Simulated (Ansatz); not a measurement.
# F2H2SeSi2: an energy map over bond length Si4–F5 and bond length Si4–H7

Aim: map the energy of F2H2SeSi2, SMILES F[SiH]1[Se][SiH]1F over two coordinates, and find its wells, ridges and stiffness.

Program: Ansatz 0.2.0. Level of theory: RKS PBE-D4/def2-TZVP. These are calculated values, not measurements.

## 1. Where the work starts

SMILES `F[SiH]1[Se][SiH]1F`, 7 atoms, charge 0, spin multiplicity 1.

Atoms are counted from 1 here; the program's logs count them from 0.

Bond lengths: F1–Si2 1.639 Å, Si2–Se3 2.308 Å, Si2–Si4 2.260 Å, Si2–H6 1.497 Å, Se3–Si4 2.308 Å, Si4–F5 1.639 Å, Si4–H7 1.497 Å. Angles: F1–Si2–Se3 116.2°, F1–Si2–Si4 120.2°, F1–Si2–H6 106.5°, Se3–Si2–Si4 60.7°, Se3–Si2–H6 116.3°, Si4–Si2–H6 129.0°, Si2–Se3–Si4 58.6°, Si2–Si4–Se3 60.7°, Si2–Si4–F5 120.2°, Si2–Si4–H7 129.0°, Se3–Si4–F5 116.2°, Se3–Si4–H7 116.2°, F5–Si4–H7 106.5°.

As a file:

```xyz
7

F    -0.4588   -2.0705   -1.1411
Si   -0.8385   -0.6965   -0.3314
Se   -0.2667    1.2872   -1.3631
Si    0.7954    0.5844    0.5617
F     2.3670    0.1453    0.4034
H    -2.2671   -0.8340    0.0934
H     0.7300    1.5161    1.7313
```

This geometry comes from a loose relaxation at PBE in a small basis, which is not shown.

## 2. The minimum at this level

The input, input.yaml:

```yaml
crystal:
  periodic: [false, false, false]
  atoms:
    - { symbol: F, position_ang: [-0.458825, -2.070504, -1.14107] }
    - { symbol: Si, position_ang: [-0.83848, -0.69649, -0.331392] }
    - { symbol: Se, position_ang: [-0.266739, 1.287237, -1.363097] }
    - { symbol: Si, position_ang: [0.79545, 0.584392, 0.561713] }
    - { symbol: F, position_ang: [2.367044, 0.145308, 0.403399] }
    - { symbol: H, position_ang: [-2.267109, -0.83401, 0.093437] }
    - { symbol: H, position_ang: [0.729959, 1.516067, 1.73131] }
basis:
  gaussian: { orbitals: def2-TZVP }
hamiltonian:
  xc: pbe
  dispersion: d4
output:
  forces: true
relax:
  f_tol: 0.003
  max_steps: 120
```

The run is started by

```bash
$ ansatz run input.yaml --threads 1 --pin off --max-ram 2560MiB --backend cpu --events-out ev --progress --plain --runs-dir out
```

Standard output (excerpt; [...] marks lines left out):

```text
Warning: RAYON_NUM_THREADS=1 ignored (pool sized by the plan → 1); use --threads N
[...]
Functional definition: PBE
[...]
1291 factors; their error is unknown
[...]
mean field -86555.39345817 eV, -3180.8520402350 hartree, gradient 5.6e-5 eV, S^2 0.000000; 0 other end points of the search recorded, 0 dependent functions left out
[...]
reference -86555.39349802 eV, -3180.8520416995 hartree; 41, 41 occupied and 155, 155 virtual orbitals, 1291 factors
relax step   1: F+E_penalty+E_count = -86555.60885624 eV  Δ(F+E_penalty+E_count) = +0.000e0 eV  max|allowed force component| = 6.706e-1 eV/Å  Δτ_max = 0.0000 Å  (29 SCF iters, accepted)
[...]
relax step   5: F+E_penalty+E_count = -86555.62862135 eV  Δ(F+E_penalty+E_count) = -1.077e-4 eV  max|allowed force component| = 1.109e-2 eV/Å  Δτ_max = 0.0045 Å  (25 SCF iters, accepted)
[...]
relax step   6: F+E_penalty+E_count = -86555.62864178 eV  Δ(F+E_penalty+E_count) = -2.043e-5 eV  max|allowed force component| = 2.076e-3 eV/Å  Δτ_max = 0.0023 Å  (25 SCF iters, accepted)
1291 factors; their error is unknown
[...]
mean field -86555.41248225 eV, -3180.8527393569 hartree, gradient 1.0e-5 eV, S^2 0.000000; 1 other end points of the search recorded, 0 dependent functions left out
[...]
reference -86555.41252209 eV, -3180.8527408211 hartree; 41, 41 occupied and 155, 155 virtual orbitals, 1291 factors
Total energy: -86555.62868162 eV, -3180.8606845372 hartree
Atom 0 at    -0.468007    -2.053469    -1.135045 Å, force    -0.000930    -0.000896    -0.000118 eV/Å
Atom 1 at    -0.831773    -0.701391    -0.330243 Å, force     0.001293     0.002076     0.000256 eV/Å
Atom 2 at    -0.261987     1.277716    -1.358200 Å, force     0.000044    -0.000286     0.000310 eV/Å
Atom 3 at     0.798490     0.576941     0.560788 Å, force    -0.001865    -0.000407    -0.001452 eV/Å
Atom 4 at     2.349880     0.156111     0.405095 Å, force     0.000824     0.000486     0.000835 eV/Å
Atom 5 at    -2.253043    -0.830610     0.091371 Å, force     0.001026     0.000070     0.000473 eV/Å
Atom 6 at     0.727740     1.506702     1.720533 Å, force    -0.000392    -0.001044    -0.000305 eV/Å
Dipole moment:    -0.263693     0.136195     0.287055 e Å
```

It took 53 s on 1 thread of Arm Neoverse V1, shared host; peak memory 0.25 GiB.

Relaxation path:

```
step  energy from step 1 (eV)  largest force component (eV/Å)
   1                   0.0000                          0.6706
   2                  -0.0124                          0.4339
   3                  -0.0192                          0.0953
   4                  -0.0197                          0.0419
   5                  -0.0198                          0.0111
   6                  -0.0198                          0.0021
```

Close pairs (by a distance rule), those that changed most:

```
   bond  before (Å)  after (Å)  change (Å)
 Si4–F5       1.639      1.615      -0.024
 F1–Si2       1.639      1.615      -0.024
 Si2–H6       1.497      1.488      -0.009
 Si4–H7       1.497      1.488      -0.009
Se3–Si4       2.308      2.302      -0.006
Si2–Se3       2.308      2.302      -0.006
Si2–Si4       2.260      2.255      -0.005
```

## 3. Setting up the map

- bond length Si4–F5: 9 values from 1.324 to 2.422 Å
- bond length Si4–H7: 9 values from 1.220 to 2.232 Å

Nothing else is relaxed (all other coordinates rigid). Energies count from the relaxed molecule at the same level.

Of the runs on the grid, 3 are shown in the steps below; the others differ only in the two coordinates.

## 4. Point bond length Si4–F5 = 2.148 Å, bond length Si4–H7 = 1.220 Å

The input, input.yaml:

```yaml
crystal:
  periodic: [false, false, false]
  atoms:
    - { symbol: F, position_ang: [-0.468007, -2.053469, -1.135045] }
    - { symbol: Si, position_ang: [-0.831773, -0.701391, -0.330243] }
    - { symbol: Se, position_ang: [-0.261987, 1.277716, -1.3582] }
    - { symbol: Si, position_ang: [0.79849, 0.576941, 0.560788] }
    - { symbol: F, position_ang: [2.861917, 0.017216, 0.353709] }
    - { symbol: H, position_ang: [-2.253043, -0.83061, 0.091371] }
    - { symbol: H, position_ang: [0.740487, 1.339189, 1.511584] }
basis:
  gaussian: { orbitals: def2-TZVP }
hamiltonian:
  xc: pbe
  dispersion: d4
output:
  forces: true
```

The run is started by

```bash
$ ansatz run input.yaml --threads 1 --pin off --max-ram 2560MiB --backend cpu --events-out ev --progress --plain --runs-dir out
```

Standard output (excerpt; [...] marks lines left out):

```text
Warning: RAYON_NUM_THREADS=1 ignored (pool sized by the plan → 1); use --threads N
[...]
[... 1 set-up line as earlier in the session ...]
[...]
1291 factors; their error is unknown
[...]
mean field -86552.69233873 eV, -3180.7527759264 hartree, gradient 2.3e-5 eV, S^2 0.000000; 0 other end points of the search recorded, 0 dependent functions left out
[...]
reference -86552.69237923 eV, -3180.7527774147 hartree; 41, 41 occupied and 155, 155 virtual orbitals, 1291 factors
Total energy: -86552.91002990 eV, -3180.7607759292 hartree
Atom 0 at    -0.468007    -2.053469    -1.135045 Å, force    -0.032905     0.163316     0.115539 eV/Å
Atom 1 at    -0.831773    -0.701391    -0.330243 Å, force     0.124191    -0.266226    -0.199594 eV/Å
Atom 2 at    -0.261987     1.277716    -1.358200 Å, force     0.181228    -0.022132     0.190101 eV/Å
Atom 3 at     0.798490     0.576941     0.560788 Å, force     3.715077    -6.448935    -7.370677 eV/Å
Atom 4 at     2.861917     0.017216     0.353709 Å, force    -3.963700     1.101572     0.429887 eV/Å
Atom 5 at    -2.253043    -0.830610     0.091371 Å, force     0.034426     0.008610     0.040590 eV/Å
Atom 6 at     0.740487     1.339189     1.511584 Å, force    -0.058316     5.463795     6.794154 eV/Å
Dipole moment:    -0.837799     0.273826     0.238346 e Å
```

Run time: 7.1 s. Hardware: 1 thread of Arm Neoverse V1, shared host; peak memory 0.24 GiB.

Energy on the map's scale: 262 kJ/mol.

## 5. Point bond length Si4–F5 = 1.324 Å, bond length Si4–H7 = 1.979 Å

Changes to input.yaml since step 4:

```diff
@@ -7,5 +7,5 @@
     - { symbol: Si, position_ang: [0.79849, 0.576941, 0.560788] }
-    - { symbol: F, position_ang: [2.861917, 0.017216, 0.353709] }
+    - { symbol: F, position_ang: [2.07036, 0.231934, 0.433147] }
     - { symbol: H, position_ang: [-2.253043, -0.83061, 0.091371] }
-    - { symbol: H, position_ang: [0.740487, 1.339189, 1.511584] }
+    - { symbol: H, position_ang: [0.704402, 1.813407, 2.103105] }
 basis:
```

The run is started by

```bash
$ ansatz run input.yaml --threads 1 --pin off --max-ram 2560MiB --backend cpu --events-out ev --progress --plain --runs-dir out
```

Standard output (excerpt; [...] marks lines left out):

```text
Warning: RAYON_NUM_THREADS=1 ignored (pool sized by the plan → 1); use --threads N
[...]
[... 1 set-up line as earlier in the session ...]
[...]
1291 factors; their error is unknown
[...]
mean field -86552.02624501 eV, -3180.7282974336 hartree, gradient 5.7e-5 eV, S^2 0.000000; 0 other end points of the search recorded, 0 dependent functions left out
[...]
reference -86552.02628504 eV, -3180.7282989048 hartree; 41, 41 occupied and 155, 155 virtual orbitals, 1291 factors
Total energy: -86552.27094443 eV, -3180.7372899715 hartree
Atom 0 at    -0.468007    -2.053469    -1.135045 Å, force     0.017687    -0.068779    -0.072562 eV/Å
Atom 1 at    -0.831773    -0.701391    -0.330243 Å, force    -0.187137     0.041544     0.181863 eV/Å
Atom 2 at    -0.261987     1.277716    -1.358200 Å, force    -0.087878     0.105919    -0.133494 eV/Å
Atom 3 at     0.798490     0.576941     0.560788 Å, force   -20.621856     7.277602     4.282574 eV/Å
Atom 4 at     2.070360     0.231934     0.433147 Å, force    20.815732    -5.508271    -1.931866 eV/Å
Atom 5 at    -2.253043    -0.830610     0.091371 Å, force    -0.016603     0.001093    -0.027359 eV/Å
Atom 6 at     0.704402     1.813407     2.103105 Å, force     0.080054    -1.849108    -2.299158 eV/Å
Dipole moment:     0.016749    -0.018605     0.172886 e Å
```

Run time: 7.4 s. Hardware: 1 thread of Arm Neoverse V1, shared host; peak memory 0.24 GiB.

On the map this point reads 324 kJ/mol.

## 6. The run at bond length Si4–F5 = 1.599 Å, bond length Si4–H7 = 1.473 Å

Changes to input.yaml since step 5:

```diff
@@ -7,5 +7,5 @@
     - { symbol: Si, position_ang: [0.79849, 0.576941, 0.560788] }
-    - { symbol: F, position_ang: [2.07036, 0.231934, 0.433147] }
+    - { symbol: F, position_ang: [2.334533, 0.160274, 0.406635] }
     - { symbol: H, position_ang: [-2.253043, -0.83061, 0.091371] }
-    - { symbol: H, position_ang: [0.704402, 1.813407, 2.103105] }
+    - { symbol: H, position_ang: [0.728459, 1.497262, 1.708758] }
 basis:
```

The run is started by

```bash
$ ansatz run input.yaml --threads 1 --pin off --max-ram 2560MiB --backend cpu --events-out ev --progress --plain --runs-dir out
```

Standard output (excerpt; [...] marks lines left out):

```text
Warning: RAYON_NUM_THREADS=1 ignored (pool sized by the plan → 1); use --threads N
[...]
[... 1 set-up line as earlier in the session ...]
[...]
1291 factors; their error is unknown
[...]
mean field -86555.40622166 eV, -3180.8525092844 hartree, gradient 3.4e-5 eV, S^2 0.000000; 0 other end points of the search recorded, 0 dependent functions left out
[...]
reference -86555.40626155 eV, -3180.8525107504 hartree; 41, 41 occupied and 155, 155 virtual orbitals, 1291 factors
Total energy: -86555.62264422 eV, -3180.8604626669 hartree
Atom 0 at    -0.468007    -2.053469    -1.135045 Å, force     0.000659    -0.007531    -0.005284 eV/Å
Atom 1 at    -0.831773    -0.701391    -0.330243 Å, force    -0.003918     0.011364     0.009635 eV/Å
Atom 2 at    -0.261987     1.277716    -1.358200 Å, force    -0.009610     0.001366    -0.006774 eV/Å
Atom 3 at     0.798490     0.576941     0.560788 Å, force    -0.448123    -0.037297    -0.153184 eV/Å
Atom 4 at     2.334533     0.160274     0.406635 Å, force     0.490671    -0.136735    -0.051235 eV/Å
Atom 5 at    -2.253043    -0.830610     0.091371 Å, force    -0.001292    -0.000026    -0.002754 eV/Å
Atom 6 at     0.728459     1.497262     1.708758 Å, force    -0.028387     0.168858     0.209597 eV/Å
Dipole moment:    -0.244707     0.134533     0.292874 e Å
```

It took 7.9 s on 1 thread of Arm Neoverse V1, shared host; peak memory 0.24 GiB.

That is 0.6 kJ/mol from the zero.

## 7. Energy over the grid

81 points were computed. Energies in kJ/mol, from the relaxed molecule at the same level:

| bond length Si4–H7 (Å) ↓, bond length Si4–F5 (Å) → | 1.324 | 1.462 | 1.599 | 1.736 | 1.873 | 2.011 | 2.148 | 2.285 | 2.422 |
| --- | --- | --- | --- | --- | --- | --- | --- | --- | --- |
| 2.232 | 395 | 217 | 173 | 191 | 235 | 289 | 344 | 396 | 443 |
| 2.106 | 360 | 181 | 137 | 155 | 200 | 254 | 309 | 361 | 409 |
| 1.979 | 324 | 144 | 100 | 118 | 162 | 217 | 272 | 324 | 373 |
| 1.853 | 289 | 109 | 64 | 82 | 126 | 181 | 236 | 289 | 337 |
| 1.726 | 259 | 78 | 33 | 50 | 94 | 149 | 204 | 257 | 306 |
| 1.600 | 237 | 55 | 9 | 26 | 70 | 125 | 180 | 233 | 282 |
| 1.473 | 230 | 47 | 1 | 17 | 61 | 116 | 171 | 224 | 273 |
| 1.347 | 252 | 68 | 21 | 37 | 81 | 136 | 191 | 244 | 294 |
| 1.220 | 325 | 140 | 92 | 108 | 152 | 207 | 262 | 315 | 365 |

The dipole moment (D) at each point:

```
bond length Si4–H7 (Å) ↓, bond length Si4–F5 (Å) →  1.324  1.462  1.599  1.736  1.873  2.011  2.148  2.285  2.422
                                             2.232   0.52   0.80   1.46   2.19   2.93   3.66   4.35   4.99   5.58
                                             2.106   0.64   0.86   1.48   2.20   2.93   3.65   4.34   4.99   5.58
                                             1.979   0.84   0.99   1.54   2.22   2.94   3.66   4.34   4.98   5.58
                                             1.853   1.06   1.15   1.63   2.27   2.96   3.67   4.35   4.99   5.58
                                             1.726   1.29   1.33   1.73   2.33   3.00   3.69   4.35   4.99   5.59
                                             1.600   1.51   1.50   1.84   2.39   3.03   3.71   4.36   5.00   5.59
                                             1.473   1.70   1.66   1.94   2.45   3.07   3.72   4.37   5.00   5.59
                                             1.347   1.86   1.79   2.03   2.51   3.10   3.74   4.38   5.00   5.59
                                             1.220   2.00   1.90   2.11   2.55   3.12   3.75   4.39   5.00   5.59
```

## 8. What came out

| quantity | value |
| --- | --- |
| lowest point | bond length Si4–F5 = 1.599 Å, bond length Si4–H7 = 1.473 Å, 0.6 kJ/mol |
| highest computed point | bond length Si4–F5 = 2.422 Å, bond length Si4–H7 = 2.232 Å, 443 kJ/mol above the lowest |
| dipole moment (D) | 0.52 at bond length Si4–F5 = 1.324 Å, bond length Si4–H7 = 2.232 Å to 5.59 at bond length Si4–F5 = 2.422 Å, bond length Si4–H7 = 1.473 Å; 1.94 at the lowest point |
| time for the whole task | 11 min on 1 thread, shared host |

**Reading.** The lowest computed point is at bond length Si4–F5 = 1.599 Å, bond length Si4–H7 = 1.473 Å, 0.6 kJ/mol from the relaxed molecule at the same level. No other kind of well shows on this grid. The highest computed point, bond length Si4–F5 = 2.422 Å, bond length Si4–H7 = 2.232 Å, lies 443 kJ/mol above the lowest. Round the minimum the two coordinates are nearly uncoupled.
